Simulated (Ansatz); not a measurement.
# K2Br3: the cost of one run

Method: DFT r2SCAN, scalar-relativistic, plane waves, PAW, in Ansatz 0.2.0.

## (1) The structure to begin with

The structure is trigonal, space group P-3m1 (No. 164). Conventional cell: a = 4.901 Å, b = 4.901 Å, c = 7.626 Å, α = 90.00°, β = 90.00°, γ = 120.00°. K (site symmetry 3m) has 7 Br at 2.95 to 3.39 Å as nearest neighbours. Br (site symmetry -3m) has 6 K at 3.39 Å as nearest neighbours. Br (site symmetry 3m) is surrounded by 4 K at 2.95 to 3.05 Å.

Structure file:

```cif
data_structure
_symmetry_space_group_name_H-M 'P 1'
_symmetry_Int_Tables_number 1
_cell_length_a 4.9013
_cell_length_b 4.9013
_cell_length_c 7.6256
_cell_angle_alpha 90.000
_cell_angle_beta 90.000
_cell_angle_gamma 120.000
_cell_volume 158.64
loop_
_atom_site_label
_atom_site_type_symbol
_atom_site_fract_x
_atom_site_fract_y
_atom_site_fract_z
_atom_site_occupancy
K1 K 0.33333 0.66667 0.24500 1
K2 K 0.66667 0.33333 0.75500 1
Br1 Br 0.00000 0.00000 0.00000 1
Br2 Br 0.33333 0.66667 0.64500 1
Br3 Br 0.66667 0.33333 0.35500 1
```

(A quick probe on a coarse mesh, which set the mesh and smearing, is not shown.)

## (3) Rough relaxation on the coarse mesh

Input file input.yaml:

```yaml
crystal:
  lattice:
    - [4.9012727528, 0.0, 0.0]
    - [-2.4506363764, 4.2446267148, 0.0]
    - [0.0, 0.0, 7.6255842575]
  atoms:
    - { symbol: K, position: [0.3333333333, 0.6666666667, 0.245] }
    - { symbol: K, position: [0.6666666667, 0.3333333333, 0.755] }
    - { symbol: Br, position: [0.0, 0.0, 0.0] }
    - { symbol: Br, position: [0.3333333333, 0.6666666667, 0.645] }
    - { symbol: Br, position: [0.6666666667, 0.3333333333, 0.355] }
basis:
  ecutwfc: 500
kpoints:
  mp_grid: { grid: [6, 6, 2] }
hamiltonian:
  xc: r2scan
scf:
  occupations: { method: gaussian, width: 0.1 }
  lower_state_search: "off"
output:
  forces: true
  stress: true
  eigenvalues: true
relax:
  adjacent_minimum: "off"
  f_tol: 0.04
  max_steps: 70
  cell: { stress_tol: 0.4 }
```

Command:

```bash
$ ansatz run input.yaml --threads 1 --pin off --max-ram 2560MiB --backend cpu --events-out ev --progress --plain --runs-dir out
```

Q: Estimate wall time and peak memory on 1 thread of AMD EPYC 7R43 (Zen 3), shared host.

About 2.6 min, with a peak of 0.92 GiB.
